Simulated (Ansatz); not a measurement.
# Rh: the cost of one run

Method: DFT PBE, scalar-relativistic, plane waves, PAW, in Ansatz 0.2.0.

**1. The structure to begin with**

The structure is tetragonal, space group P4/nmm (No. 129). Conventional cell: a = 2.689 Å, b = 2.689 Å, c = 26.508 Å, α = 90.00°, β = 90.00°, γ = 90.00°. Rh (site symmetry 4mm) has 8 Rh at 2.69 Å as nearest neighbours. Around Rh (site symmetry 4mm) lie 12 Rh at 2.69 Å.

As a file:

```xyz
6
Lattice="2.6892 0.0000 0.0000 0.0000 2.6892 0.0000 0.0000 0.0000 26.5078" Properties=species:S:1:pos:R:3 pbc="T T T"
Rh    1.3446    1.3446    8.5000
Rh    0.0000    0.0000   10.4015
Rh    1.3446    1.3446   12.3031
Rh    0.0000    0.0000   14.2047
Rh    1.3446    1.3446   16.1062
Rh    0.0000    0.0000   18.0078
```

Slab cut from the bulk at the bulk's listed lattice constants, lower half held.

**2. Relaxing the atoms**

input.yaml

```yaml
crystal:
  lattice:
    - [2.6891978, 0.0, 0.0]
    - [0.0, 2.6891978, 0.0]
    - [0.0, 0.0, 26.5077501019]
  atoms:
    - { symbol: Rh, position: [0.5, 0.5, 0.3206609375] }
    - { symbol: Rh, position: [0.0, 0.0, 0.3923965605] }
    - { symbol: Rh, position: [0.5, 0.5, 0.4641321834] }
    - { symbol: Rh, position: [0.0, 0.0, 0.5358678166] }
    - { symbol: Rh, position: [0.5, 0.5, 0.6076034395] }
    - { symbol: Rh, position: [0.0, 0.0, 0.6793390625] }
basis:
  ecutwfc: 420.0
  fft_grid_basis: typed
kpoints:
  mp_grid: { grid: [9, 9, 1] }
hamiltonian:
  xc: pbe
scf:
  occupations: { method: gaussian, width: 0.1 }
output:
  forces: true
  eigenvalues: true
efield:
  axis: 3
  dipole_correction: true
  ramp_width: 0.04
relax:
  adjacent_minimum: "off"
  f_tol: 0.04
  max_steps: 40
  constraints: [{ sites: [0, 1, 2] }]
```

Run with:

```console
ansatz run input.yaml --threads 1 --pin off --max-ram 2211MiB --backend cpu --events-out ev --progress --plain --runs-dir out
```

**Question.** How long does this run take on 1 thread of Intel Xeon Platinum 8375C at 2.90GHz (Ice Lake), shared host, and how much memory does it need?

About 52 s, with a peak of 0.51 GiB.
